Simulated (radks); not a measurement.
**As³⁺ in [Ar] 3d10 4s2: an all-electron calculation**

The task here is to estimate one member of a computed series from the others.

Method: scalar-relativistic Kohn-Sham, PW91, spin-polarised, spherical densities, finite nucleus. Code: radks (a radial shooting solver on a logarithmic mesh, Libxc functionals) version 1.

### The system

* element: arsenic (Z = 33)
* charge: +3
* electrons: 30
* configuration: [Ar] 3d10 4s2
* nuclear rms radius: 4.0968 fm

The outer shells:

As³⁺
```
[Ar] core
3d [↑↓][↑↓][↑↓][↑↓][↑↓]
4s [↑↓]
```

Set-up of the first run:

The run's settings:

```text
Z 33
configuration [Ar] 3d10 4s2
relativity scalar-relativistic
functional pw91,pw91
spin polarised
nucleus finite rms 4.0968 fm
c 137.035999084
```

Among the steps run: Self-consistent calculation.

One table of the session follows, with a row left open; its other results are not shown here.

It belongs to the step «Shells». Sizes of the orbitals, from the radial functions (bohr):

| level | <r> | outermost maximum (interpolated) | 90 % within | nodes |
| --- | --- | --- | --- | --- |
| 1s | 0.04550 | 0.0297 | 0.0813 | 0 |
| 2s | 0.2028 | 0.170 | 0.314 | 1 |
| 2p | 0.1772 | 0.136 | 0.289 | 0 |
| 3s | 0.5981 | 0.522 | 0.893 | 2 |
| 3p | 0.6166 | 0.521 | 0.946 | 1 |
| 3d | 0.6721 | 0.476 | 1.12 | 0 |
| 4s | ? | ? | ? | ? |

**Question.** Estimate the row for 4s.

The run gave: <r>: 1.741; outermost maximum (interpolated): 1.53; 90 % within: 2.55; nodes: 3. In the column «<r>» it is the highest.
